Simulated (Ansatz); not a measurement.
**CH8GaNSi: how energies converge with the basis set**

One table from this session's results is given with a row withheld; the runs are named, their logs left out.

Method: one geometry, several basis sets; program: Ansatz 0.2.0, Gaussian basis.

Levels to be run: PBE0-D4/def2-SVP; ωB97M-V/def2-SVP; PBE0-D4/def2-QZVPP; ωB97M-V/def2-QZVPP; the functionals' def2-TZVPP values are taken from earlier runs.

### The relaxed structure

The geometry comes from an earlier relaxation with PBE0-D4 in a triple-zeta def2 set; it is a stationary point, not always the lowest conformer.

SMILES `[CH3][GaH][NH][SiH3]`, 12 atoms, charge 0, spin multiplicity 1.

Atoms are counted from 1 here; the program's logs count them from 0.

Bond lengths: C1–Ga2 1.959 Å, C1–H5 1.094 Å, C1–H6 1.091 Å, C1–H7 1.092 Å, Ga2–N3 1.842 Å, Ga2–H8 1.565 Å, N3–Si4 1.722 Å, N3–H9 1.009 Å, Si4–H10 1.491 Å, Si4–H11 1.491 Å, Si4–H12 1.488 Å. Angles: Ga2–C1–H5 109.7°, Ga2–C1–H6 111.4°, Ga2–C1–H7 111.4°, H5–C1–H6 107.5°, H5–C1–H7 107.8°, H6–C1–H7 108.8°, C1–Ga2–N3 116.6°, C1–Ga2–H8 127.7°, N3–Ga2–H8 115.7°, Ga2–N3–Si4 128.3°, Ga2–N3–H9 116.1°, Si4–N3–H9 115.6°, N3–Si4–H10 112.1°, N3–Si4–H11 112.0°, N3–Si4–H12 109.3°, H10–Si4–H11 106.4°, H10–Si4–H12 108.4°, H11–Si4–H12 108.5°.

The first run:

in.yaml

```yaml
crystal:
  periodic: [false, false, false]
  atoms:
    - {symbol: C, position_ang: [-1.356580, 1.389851, -0.534111]}
    - {symbol: Ga, position_ang: [-0.974468, 0.269447, 1.027309]}
    - {symbol: N, position_ang: [0.479156, -0.854579, 0.898619]}
    - {symbol: Si, position_ang: [1.564961, -1.047924, -0.423690]}
    - {symbol: H, position_ang: [-2.107697, 0.903113, -1.162557]}
    - {symbol: H, position_ang: [-1.755559, 2.361548, -0.238421]}
    - {symbol: H, position_ang: [-0.463123, 1.545765, -1.141484]}
    - {symbol: H, position_ang: [-1.767979, 0.201032, 2.374956]}
    - {symbol: H, position_ang: [0.663930, -1.435205, 1.703024]}
    - {symbol: H, position_ang: [2.285936, 0.216432, -0.747500]}
    - {symbol: H, position_ang: [0.858739, -1.459549, -1.670182]}
    - {symbol: H, position_ang: [2.572704, -2.089930, -0.085962]}
basis:
  gaussian: {orbitals: def2-SVP}
hamiltonian: {xc: pbe0, dispersion: d4}
output: {orbitals: {seedname: orbitals}}
```

Steps of the session up to this table: PBE0-D4 in def2-SVP; ωB97M-V in def2-SVP; PBE0-D4 in def2-QZVPP; ωB97M-V in def2-QZVPP.

One of the session's tables, all rows but one given; the rest of the session is left out.

It belongs to the step «Density functionals: the series». 

| functional | basis | HOMO (eV) |
| --- | --- | --- |
| PBE0-D4 | def2-SVP | -7.29 |
| PBE0-D4 | def2-TZVPP | -7.40 |
| PBE0-D4 | def2-QZVPP | -7.42 |
| ωB97M-V | def2-SVP | -9.56 |
| ωB97M-V | def2-TZVPP | ? |
| ωB97M-V | def2-QZVPP | -9.72 |

Q: Estimate the row for ωB97M-V, def2-TZVPP from the others.

The run gave: HOMO (eV): -9.70. In the column «HOMO (eV)» it lies between ωB97M-V, def2-QZVPP (-9.72) and ωB97M-V, def2-SVP (-9.56).
